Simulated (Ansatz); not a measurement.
Consider cell relaxations under several functionals of Li, space group Fm-3m (Ansatz's Python interface).

`li.xyz`
```text
1
Lattice="0.0 2.202 2.202 2.202 0.0 2.202 2.202 2.202 0.0" Properties=species:S:1:pos:R:3 pbc="T T T"
Li    0.00000000    0.00000000    0.00000000
```

`run_lattice.py`
```python
import ansatz as az
import numpy as np

KMESH = (13, 13, 13)
OCCUPATIONS = "methfessel_paxton"
ECUT = 420
FORCE_TOL = 0.005

def edges_and_angles(cell):
    cell = np.asarray(cell)
    a, b, c = np.linalg.norm(cell, axis=1)
    cosines = cell[1] @ cell[2] / (b * c), cell[0] @ cell[2] / (a * c), cell[0] @ cell[1] / (a * b)
    return (a, b, c, *np.degrees(np.arccos(cosines)))


def main() -> None:
    system = az.Crystal.from_extxyz("li.xyz")

    calculation = system.calculation()
    calculation = calculation.kpoints(*KMESH, center="gamma")
    calculation = calculation.occupations(OCCUPATIONS)
    calculation = calculation.basis(ECUT)
    calculation = calculation.relax(cell=True, force_tolerance=FORCE_TOL)

    levels = [("pbesol", "d3bj"), ("lda", "none"), ("blyp", "d3bj")]
    print("level            a       b       c    alpha   beta  gamma  V/atom  steps")
    for name, dispersion in levels:
        seen = []
        run = calculation.functional(name, dispersion=dispersion).session().plan()
        res = run.execute(on_event=lambda e: seen.append(e) if e["event"] == "relax_step" else None)
        cell = res.lattice.cell_ang
        label = name if dispersion == "none" else f"{name}+{dispersion}"
        print("{:13s} {:7.4f} {:7.4f} {:7.4f} {:6.2f} {:6.2f} {:6.2f}".format(label, *edges_and_angles(cell)), f"{abs(np.linalg.det(cell)) / len(res.lattice.sites):7.3f} {len(seen):5d}")


if __name__ == "__main__":
    main()
```

Rank the levels of theory by the volume of the relaxed cell.

From smallest to largest: BLYP+D3BJ (15.60 Å³ an atom, -26.9 % against the start), PBEsol+D3BJ (18.45 Å³ an atom, -13.6 % against the start) and LDA (18.97 Å³ an atom, -11.2 % against the start). The spread is 21.6 % in volume.

What the script printed:

```console
$ python run_lattice.py
level            a       b       c    alpha   beta  gamma  V/atom  steps
pbesol+d3bj    2.9660  2.9660  2.9660  60.00  60.00  60.00  18.450     5
lda            2.9936  2.9936  2.9936  60.00  60.00  60.00  18.970     5
blyp+d3bj      2.8047  2.8047  2.8047  60.00  60.00  60.00  15.600     6
```

BLYP and dispersion corrections can be off by several per cent in the lattices of metals, and by several GPa in the pressure at a fixed cell. Edges and angles are those of the cell as typed, here a primitive one, not of the conventional cell. This isn't the structure that Li takes at ambient conditions. Finished in 10 s on 1 thread of Arm Neoverse V1, on a shared host, peak memory 0.36 GiB.
